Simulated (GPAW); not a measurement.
WS:

```
CELL_PARAMETERS angstrom
-2.15647 2.15647 2.47473
2.15647 -2.15647 2.47473
2.15647 2.15647 -2.47473
ATOMIC_POSITIONS crystal
W 0.50000 0.50000 0.00000
S 0.00000 0.00000 0.00000
```

The cell was built by a generator and needn't be a form met in nature.

Base run:

| Quantity | Value |
| --- | --- |
| Program | GPAW 26.7.0 |
| Functional | r2SCAN |
| Potentials or basis | GPAW PAW data sets (gpaw-data 1.2.1) |
| Cutoff | 600 eV |
| Basis | pw |
| k mesh | 8 × 8 × 8 |
| Occupations | fermi-dirac, width 0.05 eV |
| Spin | no spin polarisation |
| Hubbard terms | W d U = 6 eV |

Its results: band gap on the k mesh none (metal or under the smearing width); pressure -14.1 GPa.

Question: The run is repeated on the same cell with these changes: hubbard terms from W d U = 6 eV to none. What comes out?

Answer: Band gap on the k mesh none (metal or under the smearing width); pressure -25.2 GPa.

Caveats: the PAW data sets were made with another functional, which shifts forces and pressure a little; U without spin polarisation on a metal has little footing (some runs).
